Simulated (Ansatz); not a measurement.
# CH₆BFSi: trial inputs and their diagnosis

3 inputs were typed for CH₆BFSi. Each is run as it stands; the log then has to tell whether the result can be used.

Method: the settings change from run to run; program: Ansatz 0.2.0, Gaussian basis.

## (1) The geometry

An earlier PBE0-D4 in a triple-zeta def2 set relaxation fixed the geometry.

SMILES `BC(F)[SiH3]`, 10 atoms, charge 0, spin multiplicity 1.

Atoms are counted from 1 here; the program's logs count them from 0.

Bond lengths: B1–C2 1.519 Å, B1–H5 1.198 Å, B1–H6 1.193 Å, C2–F3 1.391 Å, C2–Si4 1.941 Å, C2–H7 1.096 Å, Si4–H8 1.482 Å, Si4–H9 1.483 Å, Si4–H10 1.486 Å. Angles: C2–B1–H5 117.2°, C2–B1–H6 121.6°, H5–B1–H6 120.9°, B1–C2–F3 117.4°, B1–C2–Si4 99.8°, B1–C2–H7 116.6°, F3–C2–Si4 108.7°, F3–C2–H7 109.0°, Si4–C2–H7 103.6°, C2–Si4–H8 106.4°, C2–Si4–H9 108.8°, C2–Si4–H10 111.3°, H8–Si4–H9 111.2°, H8–Si4–H10 109.5°, H9–Si4–H10 109.5°.

## (2) Attempt 1

Input file in.yaml:

```yaml
crystal:
  periodic: [false, false, false]
  atoms:
    - {symbol: B, position_ang: [0.144182, 1.384184, -0.475900]}
    - {symbol: C, position_ang: [0.242391, -0.085981, -0.844177]}
    - {symbol: F, position_ang: [1.493481, -0.574140, -1.205347]}
    - {symbol: Si, position_ang: [-0.272509, -0.886494, 0.847048]}
    - {symbol: H, position_ang: [-0.948829, 1.819455, -0.250488]}
    - {symbol: H, position_ang: [1.117445, 2.051508, -0.300566]}
    - {symbol: H, position_ang: [-0.506692, -0.467266, -1.548182]}
    - {symbol: H, position_ang: [0.297596, -2.254666, 0.854601]}
    - {symbol: H, position_ang: [-1.752872, -0.921959, 0.929285]}
    - {symbol: H, position_ang: [0.268906, -0.115842, 1.996525]}
basis:
  gaussian: {orbitals: aug-cc-pVTZ}
hamiltonian: {xc: {name: B3LYP-D3}}
```

Run with:

```console
$ ansatz run in.yaml --threads 2 --pin off --events-out ev --progress --plain --max-ram 4352MiB
```

What it wrote:

```text
Error: YAML parse error: error: line 16 column 19: hamiltonian.xc: no functional is named "B3LYP-D3"; the names, which are not case-sensitive, are SVWN5, SPW92, PBE, PBE0, PBEsol, revPBE, revPBE0, RPBE, rPW86-PBE, HSE06, wPBEh, LC-wPBE, HISS, HF, BLYP, B3LYP, B3LYP5, BHLYP, CAM-B3LYP, r2SCAN, r2SCANh, r2SCAN0, r2SCAN50, m-r2SCAN, B97, wB97, wB97X, wB97X-V, B97M-V, wB97M-V, B2PLYP, B2GP-PLYP, PBE0-DH, PBE-QIDH
  --> <input>:16:19
   |
14 | basis:
15 |   gaussian: {orbitals: aug-cc-pVTZ}
16 | hamiltonian: {xc: {name: B3LYP-D3}}
   |                   ^ hamiltonian.xc: no functional is named "B3LYP-D3"; the names, which are not case-sensitive, are SVWN5, SPW92, PBE, PBE0, PBEsol, revPBE, revPBE0, RPBE, rPW86-PBE, HSE06, wPBEh, LC-wPBE, HISS, HF, BLYP, B3LYP, B3LYP5, BHLYP, CAM-B3LYP, r2SCAN, r2SCANh, r2SCAN0, r2SCAN50, m-r2SCAN, B97, wB97, wB97X, wB97X-V, B97M-V, wB97M-V, B2PLYP, B2GP-PLYP, PBE0-DH, PBE-QIDH
```

Run time: 0.05 s. Hardware: 2 threads of Arm Neoverse V1, shared host.

**Diagnosis.** Refused before any calculation. The method's name isn't one that the program takes here. Fix: name a functional that the program knows.

## (3) Attempt 2

Input file in.yaml:

```yaml
crystal:
  periodic: [false, false, false]
  atoms:
    - {symbol: B, position_ang: [0.020864, 1.377639, -0.443806]}
    - {symbol: C, position_ang: [0.221045, -0.069692, -0.837257]}
    - {symbol: F, position_ang: [1.581680, -0.700533, -1.056317]}
    - {symbol: Si, position_ang: [-0.141868, -0.741948, 0.747670]}
    - {symbol: H, position_ang: [-1.105340, 1.779887, -0.286828]}
    - {symbol: H, position_ang: [1.082681, 2.148550, -0.259846]}
    - {symbol: H, position_ang: [-0.345184, -0.500484, -1.411946]}
    - {symbol: H, position_ang: [0.337127, -2.284203, 0.960640]}
    - {symbol: H, position_ang: [-1.834540, -0.955788, 0.963157]}
    - {symbol: H, position_ang: [0.238780, 0.025490, 2.020402]}
basis:
  gaussian: {orbitals: x2c-TZVPPall}
hamiltonian: {xc: {name: PBE0}, dispersion: d3bjatm}
relax: {f_tol: 0.0001, max_steps: 3}
output: {forces: true}
```

Launched as before.

What it wrote:

```text
Functional definition: PBE0
  name "PBE0"
  cite "Adamo & Barone, J. Chem. Phys. 110, 6158 (1999) doi:10.1063/1.478522"
  cite "Perdew, Burke & Ernzerhof, Phys. Rev. Lett. 77, 3865 (1996) doi:10.1103/PhysRevLett.77.3865"
  parent pbe
  parameter a = 0.25
  parameter kappa = 0.804
  parameter beta = 0.06672455060314922
  exchange = (1 - a)*pbe_x(kappa = kappa, mu = beta*pi^2/3) + a*exact_x
  correlation = pbe_c(beta = beta)
1162 factors; their error is unknown
mean field evaluation 1: about -12412.2281 eV, gradient 3.8e1 eV
mean field evaluation 2: about -12411.6648 eV, gradient 3.9e1 eV
mean field evaluation 4: about -12415.5310 eV, gradient 3.1e0 eV
mean field evaluation 8: about -12415.5430 eV, gradient 2.0e-2 eV
mean field evaluation 16: about -12415.5595 eV, gradient 3.3e-5 eV
mean field -12415.55954173 eV, -456.2633975901 hartree, gradient 3.3e-5 eV, S^2 0.000000; 0 other end points of the search recorded, 0 dependent functions left out
the calculation of the forces begins
reference -12415.55957497 eV, -456.2633988114 hartree; 20, 20 occupied and 199, 199 virtual orbitals, 1162 factors
relax step   1: F+E_penalty+E_count = -12415.72172363 eV  Δ(F+E_penalty+E_count) = +0.000e0 eV  max|allowed force component| = 8.189e0 eV/Å  Δτ_max = 0.0000 Å  (27 SCF iters, accepted)
these checks for a lower state are left out or cut short: starts, cluster_reference, orbital_swaps, neighbouring_geometries, increment
1162 factors; their error is unknown
mean field -12417.47214772 eV, -456.3336845638 hartree, gradient 1.0e-5 eV, S^2 0.000000; 0 other end points of the search recorded, 0 dependent functions left out
the calculation of the forces begins
reference -12417.47218098 eV, -456.3336857862 hartree; 20, 20 occupied and 199, 199 virtual orbitals, 1162 factors
relax step   2: F+E_penalty+E_count = -12417.63439822 eV  Δ(F+E_penalty+E_count) = -1.913e0 eV  max|allowed force component| = 3.143e0 eV/Å  Δτ_max = 0.1950 Å  (37 SCF iters, accepted)
these checks for a lower state are left out or cut short: starts, cluster_reference, orbital_swaps, neighbouring_geometries, increment
1162 factors; their error is unknown
mean field evaluation 32: about -12417.6984 eV, gradient 1.3e-5 eV
mean field -12417.69841274 eV, -456.3419996498 hartree, gradient 1.3e-5 eV, S^2 0.000000; 0 other end points of the search recorded, 0 dependent functions left out
the calculation of the forces begins
reference -12417.69844628 eV, -456.3420008823 hartree; 20, 20 occupied and 199, 199 virtual orbitals, 1162 factors
relax step   3: F+E_penalty+E_count = -12417.85846465 eV  Δ(F+E_penalty+E_count) = -2.241e-1 eV  max|allowed force component| = 1.269e0 eV/Å  Δτ_max = 0.1361 Å  (30 SCF iters, accepted)
Error: geometry relaxation did not converge after 3 steps: max|allowed force component| = 1.27e0 eV/Å (threshold 1.0e-4). Raise `relax.max_steps` over both its present limit and 3, loosen `relax.f_tol`, or start from a geometry closer to equilibrium. Where this run's directory can be resumed (`checkpoint.write`), a resume goes on for up to `relax.max_steps` more
```

It took 16 s on 2 threads of Arm Neoverse V1, shared host; peak memory 0.53 GiB.

Diagnosis: The run did not converge. The relaxation is allowed too few steps for its threshold. The start was also shaken off the relaxed geometry, so there is far to go. Fix: raise relax.max_steps.

## (4) Attempt 3

Input file in.yaml:

```yaml
crystal:
  periodic: [false, false, false]
  atoms:
    - {symbol: B, position_ang: [0.086509, 0.968928, -0.285540]}
    - {symbol: C, position_ang: [0.145434, -0.051589, -0.590924]}
    - {symbol: F, position_ang: [0.896089, -0.401898, -0.843743]}
    - {symbol: Si, position_ang: [-0.163505, -0.531896, 0.592933]}
    - {symbol: H, position_ang: [-0.569297, 1.273618, -0.175342]}
    - {symbol: H, position_ang: [0.782212, 1.436056, -0.180339]}
    - {symbol: H, position_ang: [-0.304015, -0.280359, -0.928909]}
    - {symbol: H, position_ang: [0.208317, -1.352800, 0.598221]}
    - {symbol: H, position_ang: [-1.227011, -0.553176, 0.557571]}
    - {symbol: H, position_ang: [0.161344, -0.081089, 1.397568]}
basis:
  gaussian: {orbitals: x2c-TZVPPall}
hamiltonian: {xc: {name: r2SCAN0}, dispersion: d3bjatm}
```

The command is unchanged.

What it wrote:

```text
Functional definition: r2SCAN0
  name "r2SCAN0"
  cite "Bursch, Neugebauer, Ehlert & Grimme, J. Chem. Phys. 156, 134105 (2022) doi:10.1063/5.0086040"
  cite "Furness, Kaplan, Ning, Perdew & Sun, J. Phys. Chem. Lett. 11, 8208 (2020) doi:10.1021/acs.jpclett.0c02405"
  cite "Furness, Kaplan, Ning, Perdew & Sun, J. Phys. Chem. Lett. 11, 9248 (2020) doi:10.1021/acs.jpclett.0c03077"
  parent r2scan
  parameter a = 0.25
  parameter k0 = 0.174
  parameter k1 = 0.065
  parameter a1 = 4.9479
  exchange = (1 - a)*r2scan_x(k0 = k0, k1 = k1, a1 = a1) + a*exact_x
  correlation = r2scan_c
1162 factors; their error is unknown
mean field evaluation 1: about -12330.8732 eV, gradient 1.1e2 eV
mean field evaluation 2: about -12319.6099 eV, gradient 1.2e2 eV
mean field evaluation 4: about -12349.4362 eV, gradient 1.0e1 eV
mean field evaluation 8: about -12349.5944 eV, gradient 2.3e-1 eV
mean field evaluation 16: about -12349.6192 eV, gradient 5.0e-5 eV
mean field -12349.61915462 eV, -453.8401330598 hartree, gradient 5.0e-5 eV, S^2 0.000000; 0 other end points of the search recorded, 0 dependent functions left out
reference -12349.61916532 eV, -453.8401334532 hartree; 20, 20 occupied and 199, 199 virtual orbitals, 1162 factors
Total energy: -12349.68032352 eV, -453.8423809755 hartree
Relativity: scalar
```

It took 6.5 s on 2 threads of Arm Neoverse V1, shared host.

**Diagnosis.** The run converged, but a converged run isn't a right one. The geometry is squeezed well below its size. The shortest distance is 0.61 Å (C2–H7), against 1.10 Å in the relaxed molecule. Its energy is no property of the relaxed molecule. Cure: use the relaxed coordinates.

## (5) Summary

```tsv
attempt	level	ended	cause	time
1	B3LYP-D3/aug-cc-pVTZ	refused	the method's name isn't one that the program takes here	0.05 s
2	PBE0/x2c-TZVPPall	not converged	the relaxation is allowed too few steps for its threshold	16 s
3	r2SCAN0/x2c-TZVPPall	converged	the geometry is squeezed well below its size	6.5 s
```

**Reading.** 1 refused, 1 not converged, 1 converged. A refusal costs next to no computing time. The dangerous case is the input that converges on a wrong geometry, charge, spin, basis or grid: often only a look at the input shows it.
